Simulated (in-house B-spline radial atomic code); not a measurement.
# Zr: excited configurations

Wanted: excitation energies of Zr as differences of total energies (ΔSCF).

Program: in-house B-spline radial atomic code version 1. Level of theory: Dirac-Hartree-Fock, average of configuration, Fermi nucleus, basis-set limit. These are calculated values, not measurements, unless marked.

**1. Starting point**

| Property | Result |
| --- | --- |
| element | zirconium (Z = 40) |
| charge | 0 |
| electrons | 40 |
| configuration | [Kr] 4d2 5s2 |
| Hamiltonian | Dirac-Coulomb |
| nucleus | Fermi, rms radius 4.269 fm |

Outer shells as boxes (Hund's rule):

[Kr] 4d2 5s2
```
[Kr] core
4d [↑ ][↑ ][  ][  ][  ]
5s [↑↓]
```

The boxes draw the filling by Hund's rule, which heavy ions in jj coupling don't follow; these runs average over all states of the configuration.

Settings of the run:

```ini
Z = 40
electrons = 40.0
configuration = [Kr] 4d2 5s2
hamiltonian = dirac
method = hf
spin_polarised = False
nucleus = fermi
rms_radius = 4.2694
mass_number = 90
atomic_mass = 89.904698755
speed_of_light = 137.035999084
```

From the earlier run of the reference: total energy -3597.084124 hartree. Levels, eight at most:

```tsv
orbital	occupation	energy (eV)	<r> (bohr)
3d3/2	4	-202.85	0.4491
3d5/2	6	-200.26	0.4525
4s1/2	2	-68.377	1.220
4p1/2	2	-42.117	1.356
4p3/2	4	-40.218	1.385
4d3/2	0.8	-7.977	2.175
4d5/2	1.2	-7.875	2.195
5s1/2	2	-5.859	3.979
```

**2. Configuration [Ar] 3d10 4s2 4p4 4d2 5s2 6g1 7p1**

The settings differ from step 1 so:

```diff
@@ -2,3 +2,3 @@
 electrons = 40.0
-configuration = [Kr] 4d2 5s2
+configuration = [Ar] 3d10 4s2 4p4 4d2 5s2 6g1 7p1
 hamiltonian = dirac
```

Results of the run (chosen fields of its result record, rounded):

```text
status: converged
iterations: 11
energy [hartree]: {"total": -3593.95239932, "kinetic": 3715.13882241, "nuclear": -8642.97333565, "coulomb": 1444.14865368, "exact_exchange": -110.266539755}
breit [hartree]: {"gaunt": 2.272241, "retardation": -0.2228061, "frequency_dependence": -0.01291746}
qed [hartree]: {"self_energy": 1.526812, "uehling": -0.1687949, "wichmann_kroll": 0.002324581}
recoil [hartree]: 0.01559707
total_with_corrections [hartree]: -3590.53994332
orbitals [hartree, bohr; first row names the columns]:
  - ["name", "occ", "eps", "<r>"]
  - ["1s1/2", 2.0, -666.55612, 0.037053]
  - ["2s1/2", 2.0, -95.840822, 0.16189]
  - ["2p1/2", 2.0, -87.497262, 0.13873]
  - ["2p3/2", 4.0, -84.319265, 0.14305]
  - ["3s1/2", 2.0, -17.666371, 0.45492]
  - ["3p1/2", 2.0, -14.493842, 0.45307]
  - ["3p3/2", 4.0, -13.967309, 0.46294]
  - ["3d3/2", 4.0, -8.4215396, 0.44802]
  - ["3d5/2", 6.0, -8.3262723, 0.45144]
  - ["4s1/2", 2.0, -3.263654, 1.1848]
  - ["4p1/2", 1.3333, -2.3614599, 1.2972]
  - ["4p3/2", 2.6667, -2.2875502, 1.3219]
  - ["4d3/2", 0.8, -0.98175475, 1.7499]
  - ["4d5/2", 1.2, -0.97489278, 1.7605]
  - ["5s1/2", 2.0, -0.67695182, 3.0172]
  - ["6g7/2", 0.44444, -0.015732905, 37.149]
  - ["6g9/2", 0.55556, -0.015731587, 37.153]
  - ["7p1/2", 0.33333, -0.070893637, 14.739]
  - ["7p3/2", 0.66667, -0.070157664, 14.861]
sum_r [bohr^k]: {"-1": 216.0753, "1": 78.5584, "2": 1858.259}
energy_minus_base [hartree]: 3.1317242
energy_minus_base_with_corrections [hartree]: 3.12979296
```

It took 9.1 s on 1 thread, shared host.

energy_minus_base is the energy less that of the reference run.

**3. [Ar] 3d10 4s2 4p5 4d2 5s1 5d1 7f1**

The settings differ from step 2 so:

```diff
@@ -2,3 +2,3 @@
 electrons = 40.0
-configuration = [Ar] 3d10 4s2 4p4 4d2 5s2 6g1 7p1
+configuration = [Ar] 3d10 4s2 4p5 4d2 5s1 5d1 7f1
 hamiltonian = dirac
```

From the record:

```text
status: converged
iterations: 10
energy [hartree]: {"total": -3595.41457798, "kinetic": 3716.59418424, "nuclear": -8658.13176192, "coulomb": 1456.89959605, "exact_exchange": -110.776596347}
breit [hartree]: {"gaunt": 2.273705, "retardation": -0.2230883, "frequency_dependence": -0.01294627}
qed [hartree]: {"self_energy": 1.526291, "uehling": -0.1687364, "wichmann_kroll": 0.002323786}
recoil [hartree]: 0.01559549
total_with_corrections [hartree]: -3592.00143348
orbitals [hartree, bohr; first row names the columns]:
  - ["name", "occ", "eps", "<r>"]
  - ["1s1/2", 2.0, -666.17115, 0.037053]
  - ["2s1/2", 2.0, -95.470259, 0.1619]
  - ["2p1/2", 2.0, -87.127511, 0.13873]
  - ["2p3/2", 4.0, -83.94982, 0.14306]
  - ["3s1/2", 2.0, -17.309053, 0.45514]
  - ["3p1/2", 2.0, -14.142045, 0.45317]
  - ["3p3/2", 4.0, -13.615775, 0.46306]
  - ["3d3/2", 4.0, -8.0657516, 0.44857]
  - ["3d5/2", 6.0, -7.9705432, 0.45201]
  - ["4s1/2", 2.0, -3.0167898, 1.2046]
  - ["4p1/2", 1.6667, -2.0865738, 1.3232]
  - ["4p3/2", 3.3333, -2.0148755, 1.3494]
  - ["4d3/2", 0.8, -0.76987602, 1.8357]
  - ["4d5/2", 1.2, -0.76420913, 1.8476]
  - ["5s1/2", 1.0, -0.56421129, 3.1978]
  - ["5d3/2", 0.4, -0.16786582, 6.7965]
  - ["5d5/2", 0.6, -0.16740059, 6.8203]
  - ["7f5/2", 0.42857, -0.010696185, 63.808]
  - ["7f7/2", 0.57143, -0.010696812, 63.805]
sum_r [bohr^k]: {"-1": 216.4543, "1": 96.03587, "2": 4710.424}
energy_minus_base [hartree]: 1.66954554
energy_minus_base_with_corrections [hartree]: 1.6683028
```

Wall time 8.7 s (1 thread, shared host).

**4. Configuration [Kr] 5s2 6f1 7s1**

The settings differ from step 3 so:

```diff
@@ -2,3 +2,3 @@
 electrons = 40.0
-configuration = [Ar] 3d10 4s2 4p5 4d2 5s1 5d1 7f1
+configuration = [Kr] 5s2 6f1 7s1
 hamiltonian = dirac
```

From the record:

```text
status: converged
iterations: 9
energy [hartree]: {"total": -3596.38409114, "kinetic": 3717.68410372, "nuclear": -8656.43621709, "coulomb": 1454.02752841, "exact_exchange": -111.659506187}
breit [hartree]: {"gaunt": 2.276233, "retardation": -0.2234468, "frequency_dependence": -0.01297876}
qed [hartree]: {"self_energy": 1.526715, "uehling": -0.1687718, "wichmann_kroll": 0.002324276}
recoil [hartree]: 0.01560404
total_with_corrections [hartree]: -3592.96841208
orbitals [hartree, bohr; first row names the columns]:
  - ["name", "occ", "eps", "<r>"]
  - ["1s1/2", 2.0, -666.2311, 0.037054]
  - ["2s1/2", 2.0, -95.567241, 0.1619]
  - ["2p1/2", 2.0, -87.220221, 0.13873]
  - ["2p3/2", 4.0, -84.043163, 0.14306]
  - ["3s1/2", 2.0, -17.412264, 0.45508]
  - ["3p1/2", 2.0, -14.245344, 0.45268]
  - ["3p3/2", 4.0, -13.719056, 0.46254]
  - ["3d3/2", 4.0, -8.1599941, 0.44901]
  - ["3d5/2", 6.0, -8.0647852, 0.45245]
  - ["4s1/2", 2.0, -3.1857905, 1.1987]
  - ["4p1/2", 2.0, -2.1868162, 1.3199]
  - ["4p3/2", 4.0, -2.1138776, 1.3462]
  - ["5s1/2", 2.0, -0.63957508, 3.0965]
  - ["6f5/2", 0.42857, -0.017354458, 37.363]
  - ["6f7/2", 0.57143, -0.017355785, 37.36]
  - ["7s1/2", 1.0, -0.088940804, 12.84]
sum_r [bohr^k]: {"-1": 216.4119, "1": 76.23958, "2": 1807.922}
energy_minus_base [hartree]: 0.700032379
energy_minus_base_with_corrections [hartree]: 0.701324193
```

Run time: 6.8 s. Hardware: 1 thread, shared host.

**5. Configuration [Ar] 3d9 4s2 4p5 4d2 5s2 6d2**

The settings differ from step 4 so:

```diff
@@ -2,3 +2,3 @@
 electrons = 40.0
-configuration = [Kr] 5s2 6f1 7s1
+configuration = [Ar] 3d9 4s2 4p5 4d2 5s2 6d2
 hamiltonian = dirac
```

From the record:

```text
status: converged
iterations: 13
energy [hartree]: {"total": -3588.33444911, "kinetic": 3709.79205869, "nuclear": -8614.57847651, "coulomb": 1424.91692929, "exact_exchange": -108.464960567}
breit [hartree]: {"gaunt": 2.272758, "retardation": -0.2231071, "frequency_dependence": -0.01299727}
qed [hartree]: {"self_energy": 1.52779, "uehling": -0.1688761, "wichmann_kroll": 0.002325707}
recoil [hartree]: 0.01561672
total_with_corrections [hartree]: -3584.9209383
orbitals [hartree, bohr; first row names the columns]:
  - ["name", "occ", "eps", "<r>"]
  - ["1s1/2", 2.0, -667.30849, 0.037055]
  - ["2s1/2", 2.0, -96.658457, 0.16184]
  - ["2p1/2", 2.0, -88.309957, 0.13867]
  - ["2p3/2", 4.0, -85.132311, 0.14299]
  - ["3s1/2", 2.0, -18.195666, 0.45139]
  - ["3p1/2", 2.0, -15.008734, 0.44856]
  - ["3p3/2", 4.0, -14.471477, 0.45817]
  - ["3d3/2", 3.6, -9.013742, 0.43912]
  - ["3d5/2", 5.4, -8.9158244, 0.44233]
  - ["4s1/2", 2.0, -3.3909918, 1.1585]
  - ["4p1/2", 1.6667, -2.4128939, 1.2623]
  - ["4p3/2", 3.3333, -2.3324188, 1.2865]
  - ["4d3/2", 0.8, -0.99000001, 1.6772]
  - ["4d5/2", 1.2, -0.98224082, 1.6878]
  - ["5s1/2", 2.0, -0.6295791, 2.9859]
  - ["6d3/2", 0.8, -0.050972397, 13.847]
  - ["6d5/2", 1.2, -0.050814541, 13.891]
sum_r [bohr^k]: {"-1": 215.3655, "1": 54.64366, "2": 478.3279}
energy_minus_base [hartree]: 8.74967441
energy_minus_base_with_corrections [hartree]: 8.74879797
```

Run time: 3.8 s. Hardware: 1 thread, shared host.

**6. Run with [Ar] 3d10 4s2 4p5 4d2 5s1 5d1 7d1**

The settings differ from step 5 so:

```diff
@@ -2,3 +2,3 @@
 electrons = 40.0
-configuration = [Ar] 3d9 4s2 4p5 4d2 5s2 6d2
+configuration = [Ar] 3d10 4s2 4p5 4d2 5s1 5d1 7d1
 hamiltonian = dirac
```

From the record:

```text
status: converged
iterations: 13
energy [hartree]: {"total": -3595.42633739, "kinetic": 3716.60583682, "nuclear": -8658.86816723, "coulomb": 1457.6131158, "exact_exchange": -110.777122782}
breit [hartree]: {"gaunt": 2.273704, "retardation": -0.2230882, "frequency_dependence": -0.01294625}
qed [hartree]: {"self_energy": 1.52629, "uehling": -0.1687363, "wichmann_kroll": 0.002323784}
recoil [hartree]: 0.01559554
total_with_corrections [hartree]: -3592.01319466
orbitals [hartree, bohr; first row names the columns]:
  - ["name", "occ", "eps", "<r>"]
  - ["1s1/2", 2.0, -666.15271, 0.037053]
  - ["2s1/2", 2.0, -95.451794, 0.1619]
  - ["2p1/2", 2.0, -87.10905, 0.13873]
  - ["2p3/2", 4.0, -83.931358, 0.14306]
  - ["3s1/2", 2.0, -17.290628, 0.45514]
  - ["3p1/2", 2.0, -14.123624, 0.45317]
  - ["3p3/2", 4.0, -13.597356, 0.46306]
  - ["3d3/2", 4.0, -8.0473389, 0.44857]
  - ["3d5/2", 6.0, -7.9521311, 0.45201]
  - ["4s1/2", 2.0, -2.9985259, 1.2046]
  - ["4p1/2", 1.6667, -2.068369, 1.3233]
  - ["4p3/2", 3.3333, -1.9966782, 1.3494]
  - ["4d3/2", 0.8, -0.75189516, 1.8351]
  - ["4d5/2", 1.2, -0.74623003, 1.8469]
  - ["5s1/2", 1.0, -0.54647709, 3.1999]
  - ["5d3/2", 0.4, -0.15144287, 6.7608]
  - ["5d5/2", 0.6, -0.15097441, 6.7847]
  - ["7d3/2", 0.4, -0.02319365, 31.157]
  - ["7d5/2", 0.6, -0.023165632, 31.204]
sum_r [bohr^k]: {"-1": 216.4727, "1": 63.38046, "2": 1167.927}
energy_minus_base [hartree]: 1.65778613
energy_minus_base_with_corrections [hartree]: 1.65654161
```

It took 6.6 s on 1 thread, shared host.

**7. [Ar] 3d10 4s2 4p5 4d2 5s1 6g1 7s1**

The settings differ from step 6 so:

```diff
@@ -2,3 +2,3 @@
 electrons = 40.0
-configuration = [Ar] 3d10 4s2 4p5 4d2 5s1 5d1 7d1
+configuration = [Ar] 3d10 4s2 4p5 4d2 5s1 6g1 7s1
 hamiltonian = dirac
```

From the record:

```text
status: converged
iterations: 12
energy [hartree]: {"total": -3595.34967592, "kinetic": 3716.53397869, "nuclear": -8655.57112611, "coulomb": 1454.45663679, "exact_exchange": -110.769165299}
breit [hartree]: {"gaunt": 2.273739, "retardation": -0.2230901, "frequency_dependence": -0.01294628}
qed [hartree]: {"self_energy": 1.526328, "uehling": -0.1687401, "wichmann_kroll": 0.002323836}
recoil [hartree]: 0.0155953
total_with_corrections [hartree]: -3591.93646669
orbitals [hartree, bohr; first row names the columns]:
  - ["name", "occ", "eps", "<r>"]
  - ["1s1/2", 2.0, -666.23605, 0.037054]
  - ["2s1/2", 2.0, -95.535912, 0.1619]
  - ["2p1/2", 2.0, -87.192979, 0.13873]
  - ["2p3/2", 4.0, -84.015296, 0.14306]
  - ["3s1/2", 2.0, -17.374397, 0.45513]
  - ["3p1/2", 2.0, -14.207171, 0.45316]
  - ["3p3/2", 4.0, -13.680887, 0.46305]
  - ["3d3/2", 4.0, -8.1307167, 0.44856]
  - ["3d5/2", 6.0, -8.0355032, 0.452]
  - ["4s1/2", 2.0, -3.0806675, 1.2041]
  - ["4p1/2", 1.6667, -2.1493434, 1.3227]
  - ["4p3/2", 3.3333, -2.0775652, 1.3489]
  - ["4d3/2", 0.8, -0.82963058, 1.8566]
  - ["4d5/2", 1.2, -0.82395862, 1.8687]
  - ["5s1/2", 1.0, -0.62071463, 3.1628]
  - ["6g7/2", 0.44444, -0.014967672, 39.076]
  - ["6g9/2", 0.55556, -0.014967659, 39.076]
  - ["7s1/2", 1.0, -0.091644952, 13.0]
sum_r [bohr^k]: {"-1": 216.3903, "1": 77.49816, "2": 1976.55}
energy_minus_base [hartree]: 1.73444759
energy_minus_base_with_corrections [hartree]: 1.73326958
```

It took 9.8 s on 1 thread, shared host.

**8. All configurations in order**

| net move | configuration | energy above the reference (eV) | with Breit, QED, recoil (eV) | largest <r> (bohr) |
| --- | --- | --- | --- | --- |
| 2×4d → 6f, 7s | [Kr] 5s2 6f1 7s1 | 19.049 | 19.084 | 37.4 |
| 4p, 5s → 5d, 7d | [Ar] 3d10 4s2 4p5 4d2 5s1 5d1 7d1 | 45.111 | 45.077 | 31.2 |
| 4p, 5s → 5d, 7f | [Ar] 3d10 4s2 4p5 4d2 5s1 5d1 7f1 | 45.431 | 45.397 | 63.8 |
| 4p, 5s → 6g, 7s | [Ar] 3d10 4s2 4p5 4d2 5s1 6g1 7s1 | 47.197 | 47.165 | 39.1 |
| 2×4p → 6g, 7p | [Ar] 3d10 4s2 4p4 4d2 5s2 6g1 7p1 | 85.219 | 85.166 | 37.2 |
| 3d, 4p → 2×6d | [Ar] 3d9 4s2 4p5 4d2 5s2 6d2 | 238.09 | 238.07 | 13.9 |

The energies run from 19.049 eV (2×4d → 6f, 7s) to 238.09 eV (3d, 4p → 2×6d). Koopmans' estimate of the ionisation threshold is 5.859 eV; 6 configurations exceed it by over 2 % and could autoionise. Two partly filled shells share a symmetry and can mix in the average, which may lower the energy, for: 4p, 5s → 5d, 7d; 4p, 5s → 5d, 7f; 4p, 5s → 6g, 7s; 2×4p → 6g, 7p; 3d, 4p → 2×6d. These are averages over configurations, without correlation, not spectroscopic levels.
